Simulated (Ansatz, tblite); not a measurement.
**Al4As4 wurtzite atom sphere (Al₄As₄H₁₄): a ladder of methods and basis sets**

An exercise on one series of results from a longer session: the logs are not shown, and one member is left open.

Program: Ansatz 0.2.0, Gaussian basis. Level of theory: as each input shows. These are calculated values, not measurements.

The runs, in order: GFN1-xTB, GFN2-xTB, PBE-D4/def2-TZVP, r2SCAN-D4/def2-TZVP, PBE-D4/def2-SVP, PBE0-D4/def2-SVP.

1 further run of the same task is left out (set aside as unsound or not needed).

## The structure

The geometry is that of the singlet, from an earlier relaxation (r2SCAN-D4/def2-SVP).

22 atoms, charge 0, spin multiplicity 1.

Bond lengths: Al1–As2 2.578 Å, Al1–As4 2.495 Å, Al1–H9 1.592 Å, Al1–H10 1.592 Å, As2–Al6 2.489 Å, As2–H11 1.509 Å, As2–H12 1.509 Å, Al3–As4 2.494 Å, Al3–As5 2.578 Å, Al3–H13 1.593 Å, Al3–H14 1.592 Å, As4–Al7 2.494 Å, As4–H15 1.514 Å, As5–Al6 2.489 Å, As5–H16 1.509 Å, As5–H17 1.509 Å, Al6–As8 2.489 Å, Al6–H18 1.587 Å and more. Angles: As2–Al1–As4 97.4°, As2–Al1–H9 103.7°, As2–Al1–H10 103.6°, As4–Al1–H9 112.2°, As4–Al1–H10 112.1°, H9–Al1–H10 123.5°, Al1–As2–Al6 122.6°, Al1–As2–H11 111.9°, Al1–As2–H12 111.8°, Al6–As2–H11 105.0°, Al6–As2–H12 105.0°, H11–As2–H12 97.5°, As4–Al3–As5 97.4°, As4–Al3–H13 112.1°, As4–Al3–H14 112.1°, As5–Al3–H13 103.5°, As5–Al3–H14 103.7°, H13–Al3–H14 123.5° and more.

PBE0-D4/def2-TZVP was run before; its log isn't repeated, and its numbers join the tables.

Set-up of the first run:

Tight binding, by tblite at 300 K electronic temperature and without a spin-polarisation term:

```python
tblite.interface.Calculator('GFN1-xTB', numbers, positions, charge=0, uhf=0).singlepoint()
```

Tight binding, by tblite at 300 K electronic temperature and without a spin-polarisation term:

```python
tblite.interface.Calculator('GFN2-xTB', numbers, positions, charge=0, uhf=0).singlepoint()
```

start.molden holds the orbitals of an earlier run on this state, given as this run's starting guess.

File in.yaml:

```yaml
crystal:
  periodic: [false, false, false]
  atoms:
    - {symbol: Al, position_ang: [-2.114220, -1.214442, -1.423696]}
    - {symbol: As, position_ang: [-1.908900, -1.103553, 1.143745]}
    - {symbol: Al, position_ang: [2.105536, -1.225238, -1.428260]}
    - {symbol: As, position_ang: [-0.001768, -0.004658, -1.968420]}
    - {symbol: As, position_ang: [1.915091, -1.100339, 1.139498]}
    - {symbol: Al, position_ang: [0.003590, 0.005284, 2.288282]}
    - {symbol: Al, position_ang: [0.003411, 2.432013, -1.434520]}
    - {symbol: As, position_ang: [-0.001073, 2.210860, 1.133905]}
    - {symbol: H, position_ang: [-2.013882, -2.771475, -1.742003]}
    - {symbol: H, position_ang: [-3.404912, -0.334556, -1.733368]}
    - {symbol: H, position_ang: [-2.001433, -2.471477, 1.774507]}
    - {symbol: H, position_ang: [-3.142031, -0.509611, 1.779583]}
    - {symbol: H, position_ang: [1.991065, -2.783652, -1.735354]}
    - {symbol: H, position_ang: [3.401038, -0.357693, -1.751967]}
    - {symbol: H, position_ang: [-0.003004, -0.007887, -3.482151]}
    - {symbol: H, position_ang: [2.014937, -2.465836, 1.774412]}
    - {symbol: H, position_ang: [3.149495, -0.500494, 1.767266]}
    - {symbol: H, position_ang: [0.005171, 0.008783, 3.874981]}
    - {symbol: H, position_ang: [-1.396914, 3.119375, -1.754568]}
    - {symbol: H, position_ang: [1.408893, 3.111633, -1.748678]}
    - {symbol: H, position_ang: [-1.139720, 2.977314, 1.761328]}
    - {symbol: H, position_ang: [1.129632, 2.985631, 1.765479]}
basis:
  gaussian: {orbitals: def2-TZVP, fitting: {mean_field: def2-universal-jkfit}, initial_orbitals: start.molden}
hamiltonian: {xc: pbe, dispersion: d4}
scf: {omitted_lower_state_checks: [starts]}
output: {orbitals: {seedname: orbitals}}
```

Command:

```bash
$ ansatz run in.yaml --threads 2 --pin off --events-out ev --progress --plain --max-ram 32768MiB --backend cuda --devices 0, --max-vram 18GiB
```

Among the steps run: PBE-D4/def2-TZVP; r2SCAN-D4/def2-TZVP; PBE-D4/def2-SVP; PBE0-D4/def2-SVP.

One of the session's tables, all rows but one given; the rest of the session is left out.

It belongs to the step «Binding energy». 

```
              level  binding an atom (eV)
    PBE-D4/def2-SVP                     ?
   PBE-D4/def2-TZVP                 2.620
r2SCAN-D4/def2-TZVP                 2.655
   PBE0-D4/def2-SVP                 2.623
  PBE0-D4/def2-TZVP                 2.615
```

Q: Estimate the row for PBE-D4/def2-SVP from the others.

The run gave: binding an atom (eV): 2.630. In the column «binding an atom (eV)» it lies between PBE0-D4/def2-SVP (2.623) and r2SCAN-D4/def2-TZVP (2.655).

To keep in mind: Free atoms were run apart at each level; binding is atoms less cluster, divided by the number of atoms, without zero-point or spin-orbit terms.
